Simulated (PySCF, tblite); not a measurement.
# GeH11NSi3, a small molecule taken as a stand-in for a surface group: NMR shifts, core binding energies and electronic excitations, part 2 of 2

tblite 0.8.0 and PySCF 2.14.0. Atoms count from 0, parts from 1. Earlier steps stand in the parts before.

## (5) X-ray photoelectron lines: SCAN, X2C

The job: settings as JSON, then the geometry in Å.

```
{"job": {"kind": "xps", "holes": 5}, "charge": 0, "multiplicity": 1}
Ge     0.351928     0.585458     0.776144
Si    -1.015816     1.892685    -0.681788
Si     2.527974     0.254594    -0.164606
N     -0.468678    -1.045795     1.092237
Si    -1.478811    -1.949808     0.013478
H      0.473542     1.296832     2.144673
H     -0.471137     3.286126    -0.672439
H     -2.432692     1.915194    -0.208440
H     -0.964478     1.373207    -2.081329
H      3.395518    -0.534671     0.764560
H      2.390426    -0.502975    -1.446970
H      3.191919     1.565620    -0.447053
H     -0.103362    -1.537021     1.903869
H     -2.086404    -0.969134    -0.938157
H     -2.561603    -2.655964     0.767086
H     -0.759864    -2.985867    -0.799241
```

With the program's defaults for keys left out, this is: delta-SCF UKS SCAN, pcX-2 on the ionised atom, pcseg-1 elsewhere, spin-free X2C.

The log of the run:

```text
ground state, core basis on atom 1 (Si), 192 functions
  cycle   1  E = -3025.47866319  |g| = 4.86e-01
  cycle   2  E = -3025.32551735  |g| = 9.09e-01
  cycle   3  E = -3025.52779222  |g| = 1.01e-01
  cycle   4  E = -3025.53087343  |g| = 3.17e-02
  cycle   5  E = -3025.53124074  |g| = 8.52e-03
  cycle   6  E = -3025.53126171  |g| = 1.83e-03
  cycle   7  E = -3025.53126519  |g| = 5.94e-04
  cycle   8  E = -3025.53126080  |g| = 1.36e-04
  E(ground) = -3025.71863651 Eh
hole in Si 2p of atom 1
  cycle   1  E = -3021.26090724  |g| = 1.23e+00
  cycle   2  E = -3019.92610615  |g| = 1.59e+00
  cycle   3  E = -3021.28028732  |g| = 7.05e-01
  cycle   4  E = -3021.57766270  |g| = 1.92e-01
  cycle   5  E = -3021.59004393  |g| = 1.23e-01
  cycle   6  E = -3021.59904228  |g| = 1.92e-02
  cycle   7  E = -3021.59930732  |g| = 6.12e-03
  cycle   8  E = -3021.59933506  |g| = 1.66e-03
  cycle   9  E = -3021.59933785  |g| = 7.93e-04
  cycle  10  E = -3021.59933717  |g| = 2.78e-04
  E(ion) = -3021.79840327 Eh   <S^2> = 0.7527   hole on atom = 1.002   binding energy = 106.675 eV
  2p3/2 = 106.460 eV   2p1/2 = 107.083 eV
ground state, core basis on atom 2 (Si), 192 functions
  cycle   1  E = -3025.53063709  |g| = 2.87e-01
  cycle   2  E = -3025.53073464  |g| = 3.23e-02
  cycle   3  E = -3025.53074616  |g| = 2.17e-02
  cycle   4  E = -3025.53084009  |g| = 7.74e-03
  cycle   5  E = -3025.53085672  |g| = 1.82e-03
  cycle   6  E = -3025.53085491  |g| = 2.11e-04
  E(ground) = -3025.71856717 Eh
hole in Si 2p of atom 2
  cycle   1  E = -3021.26364452  |g| = 1.23e+00
  cycle   2  E = -3020.52083037  |g| = 1.43e+00
  cycle   3  E = -3021.39948167  |g| = 5.66e-01
  cycle   4  E = -3021.57732033  |g| = 2.31e-01
  cycle   5  E = -3021.59707240  |g| = 9.60e-02
  cycle   6  E = -3021.60324923  |g| = 1.56e-02
  cycle   7  E = -3021.60342771  |g| = 4.70e-03
  cycle   8  E = -3021.60344080  |g| = 1.11e-03
  cycle   9  E = -3021.60344015  |g| = 3.96e-04
  E(ion) = -3021.80328403 Eh   <S^2> = 0.7522   hole on atom = 1.002   binding energy = 106.540 eV
  2p3/2 = 106.330 eV   2p1/2 = 106.953 eV
ground state, core basis on atom 3 (N), 181 functions
  cycle   1  E = -3025.45594501  |g| = 7.43e-02
  cycle   2  E = -3025.45594861  |g| = 2.09e-02
  cycle   3  E = -3025.45593349  |g| = 2.34e-02
  cycle   4  E = -3025.45609090  |g| = 7.21e-03
  cycle   5  E = -3025.45610630  |g| = 7.23e-04
  cycle   6  E = -3025.45610437  |g| = 1.17e-04
  E(ground) = -3025.68312322 Eh
hole in N 1s of atom 3
  cycle   1  E = -3009.88262738  |g| = 1.87e+00
  cycle   2  E = -3008.96656794  |g| = 2.20e+00
  cycle   3  E = -3010.53705241  |g| = 4.32e-01
  cycle   4  E = -3010.60185870  |g| = 1.55e-01
  cycle   5  E = -3010.61683866  |g| = 4.01e-02
  cycle   6  E = -3010.61787024  |g| = 7.98e-03
  cycle   7  E = -3010.61790841  |g| = 2.96e-03
  cycle   8  E = -3010.61791583  |g| = 8.24e-04
  cycle   9  E = -3010.61791319  |g| = 2.19e-04
  E(ion) = -3010.84391198 Eh   <S^2> = 0.7665   hole on atom = 1.000   binding energy = 403.796 eV
ground state, core basis on atom 4 (Si), 192 functions
  cycle   1  E = -3025.53637842  |g| = 2.88e-01
  cycle   2  E = -3025.53645111  |g| = 3.92e-02
  cycle   3  E = -3025.53640565  |g| = 3.31e-02
  cycle   4  E = -3025.53653487  |g| = 1.38e-02
  cycle   5  E = -3025.53658055  |g| = 1.37e-03
  cycle   6  E = -3025.53657920  |g| = 1.11e-04
  E(ground) = -3025.72465534 Eh
hole in Si 2p of atom 4
  cycle   1  E = -3021.26649738  |g| = 1.23e+00
  cycle   2  E = -3020.92794697  |g| = 1.20e+00
  cycle   3  E = -3021.53063242  |g| = 2.89e-01
  cycle   4  E = -3021.58704345  |g| = 1.01e-01
  cycle   5  E = -3021.59012748  |g| = 7.59e-02
  cycle   6  E = -3021.59316059  |g| = 1.66e-02
  cycle   7  E = -3021.59330359  |g| = 4.55e-03
  cycle   8  E = -3021.59331815  |g| = 1.19e-03
  cycle   9  E = -3021.59331672  |g| = 2.99e-04
  E(ion) = -3021.79268404 Eh   <S^2> = 0.7519   hole on atom = 1.003   binding energy = 106.994 eV
  2p3/2 = 106.804 eV   2p1/2 = 107.429 eV
```

Run time: 40 s. Hardware: 1 thread of Arm Neoverse V1, shared host; peak memory 0.72 GiB.

The holes in one table. −ε is the ground-state orbital energy:

```
       hole  stands for                   environment  ΔSCF (eV; 2p as the shell's mean)  −ε (eV)   ⟨S²⟩
Si2p on Si1         Si1     silicon bonded to Ge, 3 H                             106.67     96.2  0.753
Si2p on Si2         Si2     silicon bonded to Ge, 3 H                             106.54     96.2  0.752
  N1s on N3          N3  nitrogen bonded to Ge, Si, H                             403.80    385.6  0.767
Si2p on Si4         Si4      silicon bonded to N, 3 H                             107.01     96.3  0.752
```

With the spin-orbit splitting: Si1 2p3/2 106.46, 2p1/2 107.08 eV; Si2 2p3/2 106.33, 2p1/2 106.95 eV; Si4 2p3/2 106.80, 2p1/2 107.43 eV. The table gives each 2p level as the mean over the whole 2p shell (two parts 2p3/2, one part 2p1/2), which differs a little from the single hole in the log.

## (6) TDDFT and polarisability: CAM-B3LYP/def2-SVPD

Settings changed since step 5:

```diff
@@ -1,2 +1,2 @@
-{"job": {"kind": "xps", "holes": 5}, "charge": 0, "multiplicity": 1}
+{"job": {"kind": "uv", "xc": "CAM-B3LYP", "basis": "def2-SVPD", "nstates": 6, "ntriplets": 2, "ip": true}, "charge": 0, "multiplicity": 1}
 Ge     0.351928     0.585458     0.776144
```

Method: TDDFT CAM-B3LYP/def2-SVPD, vertical, gas phase, core orbitals frozen in the response.

The log of the run:

```text
coarse grid: 58968 points
cycle   1  E = -3006.3424084779  dE = -8.286e-01  |g| = 5.538e-01  |ddm| = 4.471e+00
cycle   2  E = -3006.3247162298  dE =  1.769e-02  |g| = 6.486e-01  |ddm| = 1.256e+00
cycle   3  E = -3006.3980375514  dE = -7.332e-02  |g| = 6.876e-02  |ddm| = 6.551e-01
cycle   4  E = -3006.3990485798  dE = -1.011e-03  |g| = 3.644e-02  |ddm| = 1.224e-01
cycle   5  E = -3006.3992710398  dE = -2.225e-04  |g| = 4.130e-03  |ddm| = 4.810e-02
cycle   6  E = -3006.3992761361  dE = -5.096e-06  |g| = 5.474e-04  |ddm| = 1.205e-02
final grid: 118904 points
cycle   7  E = -3006.3992362086  dE = -1.635e-07  |g| = 3.687e-04  |ddm| = 3.463e-03
cycle   8  E = -3006.3992362183  dE = -9.742e-09  |g| = 3.775e-04  |ddm| = 1.114e-03
cycle   9  E = -3006.3992362502  dE = -3.193e-08  |g| = 6.943e-05  |ddm| = 4.476e-04
cycle  10  E = -3006.3992362516  dE = -1.333e-09  |g| = 1.665e-05  |ddm| = 9.973e-05
cycle  11  E = -3006.3992362517  dE = -1.378e-10  |g| = 6.097e-06  |ddm| = 5.921e-05
converged SCF energy = -3006.3992362517

Static polarisability (au): isotropic 128.860, principal 112.377 131.287 142.917

Singlet excitations
state   eV       nm        f      main configurations
  1   5.3613    231.3   0.00256   H->L 0.93
  2   6.1922    200.2   0.00896   H->L+1 0.44, H->L+2 0.40
  3   6.3786    194.4   0.19113   H->L+2 0.46, H->L+1 0.28, H->L+4 0.09
  4   6.6309    187.0   0.10988   H-1->L 0.37, H->L+4 0.15, H->L+3 0.14
  5   6.6781    185.7   0.03936   H->L+3 0.65, H-1->L 0.15
  6   6.9037    179.6   0.00303   H->L+4 0.52, H-1->L 0.21, H->L+1 0.09

Triplet excitations (Tamm-Dancoff, eV): 4.9418 5.6474
Vertical ionisation energy (delta-SCF) = 8.7056 eV
```

It took 84 s on 1 thread of Arm Neoverse V1, shared host; peak memory 1.2 GiB.

Frontier orbitals and where they lie:

```
orbital      eV                         atoms
 HOMO−3  -10.76  Si4 29 %, H13 19 %, H14 16 %
 HOMO−2  -10.23   Ge0 24 %, Si2 14 %, H5 13 %
 HOMO−1   -9.48   Ge0 26 %, Si1 23 %, N3 15 %
   HOMO   -8.18   N3 38 %, Ge0 16 %, Si2 15 %
   LUMO    0.40  Ge0 22 %, Si2 11 %, Si1 11 %
 LUMO+1    0.82  Si2 23 %, Si1 21 %, Ge0 12 %
 LUMO+2    0.92  Ge0 19 %, Si2 17 %, Si1 16 %
```

With each of the 6 states as a Gaussian band of 0.4 eV half-width at 1/e, the curve within the window shown has maxima at 191 nm (ε 13,000) L/(mol cm). Beyond the last state computed it falls off for lack of states. The curve at chosen wavelengths:

| nm | ε (L/mol/cm) |
| --- | --- |
| 172 | 1036 |
| 176 | 2881 |
| 179 | 5073 |
| 183 | 8557 |
| 186 | 10878 |
| 190 | 12540 |
| 193 | 12370 |
| 197 | 10497 |
| 200 | 8383 |
| 204 | 5483 |
| 207 | 3658 |
| 211 | 1928 |
| 214 | 1123 |
| 218 | 527 |
| 221 | 309 |
| 225 | 180 |
| 228 | 141 |
| 232 | 117 |
| 235 | 104 |
| 239 | 87 |
| 242 | 73 |
| 246 | 54 |
| 249 | 41 |
| 253 | 27 |
| 256 | 19 |
| 260 | 11 |

Further results of this job:

```
           property  computed
  dipole moment (D)      0.80
polarisability (Å³)     19.10
 HOMO–LUMO gap (eV)      8.58
      −ε(HOMO) (eV)      8.18
```

## (7) Results

This closing draws on all 2 parts.

| quantity | value |
| --- | --- |
| point group | C1 |
| rotational constants (main isotopes) | 1.62, 1.13, 0.82 GHz |
| 1H shifts against TMS (PBE0/pcSseg-1) | 5.13, 4.80, 4.74, 4.50, 3.97, 3.96, 3.71, 3.64, 3.59, 3.51, -1.36 ppm |
| 73Ge shifts against GeMe4 (PBE0/pcSseg-1) | -117 ppm |
| 29Si shifts against TMS (PBE0/pcSseg-1) | -49.4, -97.6, -100.0 ppm |
| 15N shifts against NH3 (PBE0/pcSseg-1) | -11.5 ppm |
| surface potential, 1st and 99th percentile | -0.42 V and 1.49 V |
| Si2p binding energies, SCAN/pcX-2 | Si4 107.01, Si1 106.67, Si2 106.54 eV |
| N1s binding energies, SCAN/pcX-2 | N3 403.80 eV |
| lowest singlet (CAM-B3LYP/def2-SVPD) | 5.36 eV (231 nm), f = 0.003 |
| brightest single state of those computed | state 3, 6.38 eV, f = 0.191 |
| lowest triplet | 4.94 eV |
| vertical ionisation energy (ΔSCF) | 8.71 eV |

Relaxing lowered the energy by 0.334 eV in 12 steps; the close pair that moved most is Ge0–Si2, from 2.326 to 2.394 Å (PBE0/def2-SVP). At PBE0/pcSseg-1: The widest tensor belongs to Ge0: span 423 ppm, with a paramagnetic part of -1312 ppm. By nearest atom (PBE0/pcSseg-1), the HOMO sits on N3 44 %; Si2 13 % and the LUMO on Ge0 18 %; N3 9 %. The Si2p levels kept as sound span 0.47 eV, from Si2 (silicon bonded to Ge, 3 H) up to Si4 (silicon bonded to N, 3 H). The first singlet state (HOMO→LUMO 0.93) lies at 5.36 eV and is weak; of the 6 states computed, the strongest absorption comes from state 3 at 6.38 eV. The lowest triplet lies 0.42 eV below the lowest singlet (triplets in Tamm-Dancoff, singlets in full TDDFT). The orbital energy would give 8.18 eV for ionisation, ΔSCF gives 8.71 eV. Spin-orbit coupling is left out, which matters for shieldings and couplings at and beside the heavy atoms. A capped cluster stands for the solid here, so long-range fields and strain are missing, and bands or shifts of the capping hydrogens have no counterpart in it.
